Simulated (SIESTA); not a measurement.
Crystal: Hf2Pd2Se2Br2O3.

```xyz
11
Lattice="7.5867 -1.7097 -1.1758 7.5867 1.7097 -1.1758 -2.0245 0.0000 13.0516" Properties=species:S:1:pos:R:3 pbc="T T T"
Hf   14.2165    0.0000   -1.4206
Hf    8.6262    0.0000    2.2691
Pd    1.6873    0.0000    6.2302
Pd    3.3945    0.0000    8.9390
Se   12.2827    0.0000    8.8683
Se   10.7952    0.0000    5.8168
Br    8.8069    0.0000   -0.7891
Br    3.1532    0.0000    3.1608
O     8.2058    0.0000    4.0943
O     5.7021    0.0000    0.0464
O     0.0207    0.0000    2.8206
```

The cell was built by a generator and needn't be a form met in nature.

Base run:

```yaml
Program: SIESTA 5.4.2
Functional: PBE
Potentials_or_basis: PseudoDojo 0.4 standard (PBE files)
Basis: DZP (energy shift 0.003 Ry; two zetas on semicore shells)
Grid_cutoff: 800 Ry
Energy_shift: 0.003 Ry
k_mesh: 8 × 8 × 2
Occupations: fermi-dirac, width 0.05 eV
Spin: no spin polarisation
Hubbard_terms: Hf d U = 6 eV, Pd d U = 6 eV
```

Its results: band gap on the k mesh 1.27 eV, indirect (least direct gap 1.31 eV); pressure 4.1 GPa; largest force 1.422 eV/Å.

Q: The run is repeated on the same cell with these changes: hubbard terms from Hf d U = 6 eV, Pd d U = 6 eV to Hf d U = 2 eV, Pd d U = 2 eV. What comes out?

A: Band gap on the k mesh 1.02 eV, indirect (least direct gap 1.05 eV); pressure 2.3 GPa; largest force 0.851 eV/Å.

Caveats: short orbitals over semicore shells can move pressures by several GPa; spin-orbit coupling is left out, which moves the levels of the heavy elements; the basis of atomic orbitals isn't converged, which shifts pressures, moduli and gaps; forces of over 1 eV/Å show positions far from the minimum, so gaps and moduli don't describe the material at rest (some runs).

A k mesh can miss the band edges.
